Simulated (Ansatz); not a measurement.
# BClH2O2: small, medium and large basis sets

The task here is to estimate one member of a computed series from the others.

The runs use Ansatz 0.2.0, Gaussian basis; one geometry, several basis sets.

The runs, in order: PBE0-D4/def2-SVP; ωB97M-V/def2-SVP; PBE0-D4/def2-QZVPP; ωB97M-V/def2-QZVPP; CCSD(T)/cc-pV(D+d)Z; CCSD(T)/cc-pV(T+d)Z; CCSD(T)/cc-pV(Q+d)Z; the functionals' def2-TZVPP values are taken from earlier runs.

## The relaxed structure

An earlier PBE0-D4 in a triple-zeta def2 set relaxation fixed the geometry.

SMILES `OB(O)Cl`, 6 atoms, charge 0, spin multiplicity 1.

Atoms are counted from 1 here; the program's logs count them from 0.

Bond lengths: O1–B2 1.357 Å, O1–H5 0.960 Å, B2–O3 1.349 Å, B2–Cl4 1.771 Å, O3–H6 0.962 Å. Angles: B2–O1–H5 113.5°, O1–B2–O3 121.0°, O1–B2–Cl4 120.9°, O3–B2–Cl4 118.0°, B2–O3–H6 112.0°.

Set-up of the first run:

in.yaml reads:

```yaml
crystal:
  periodic: [false, false, false]
  atoms:
    - {symbol: O, position_ang: [0.157763, 1.025353, -0.442076]}
    - {symbol: B, position_ang: [-0.128038, -0.227550, -0.007300]}
    - {symbol: O, position_ang: [0.609247, -0.813859, 0.958057]}
    - {symbol: Cl, position_ang: [-1.481443, -1.141367, -0.691707]}
    - {symbol: H, position_ang: [-0.434413, 1.336483, -1.130037]}
    - {symbol: H, position_ang: [1.318984, -0.242961, 1.266962]}
basis:
  gaussian: {orbitals: def2-SVP}
hamiltonian: {xc: pbe0, dispersion: d4}
output: {orbitals: {seedname: orbitals}}
```

Launch:

```sh
$ ansatz run in.yaml --threads 2 --pin off --events-out ev --progress --plain --max-ram 32768MiB --backend cpu
```

Among the steps run: PBE0-D4 in def2-SVP; ωB97M-V in def2-SVP; PBE0-D4 in def2-QZVPP; ωB97M-V in def2-QZVPP.

One table of the session follows, with a row left open; its other results are not shown here.

It belongs to the step «Density functionals: the series». 

| functional | basis | HOMO (eV) | LUMO (eV) |
| --- | --- | --- | --- |
| PBE0-D4 | def2-SVP | -8.88 | 1.44 |
| PBE0-D4 | def2-TZVPP | ? | ? |
| PBE0-D4 | def2-QZVPP | -9.18 | 0.29 |
| ωB97M-V | def2-SVP | -11.15 | 3.11 |
| ωB97M-V | def2-TZVPP | -11.46 | 1.91 |
| ωB97M-V | def2-QZVPP | -11.52 | 1.53 |

Estimate the missing values for PBE0-D4, def2-TZVPP.

The run gave: HOMO (eV): -9.14; LUMO (eV): 0.53. In the column «HOMO (eV)» it lies between PBE0-D4, def2-QZVPP (-9.18) and PBE0-D4, def2-SVP (-8.88).
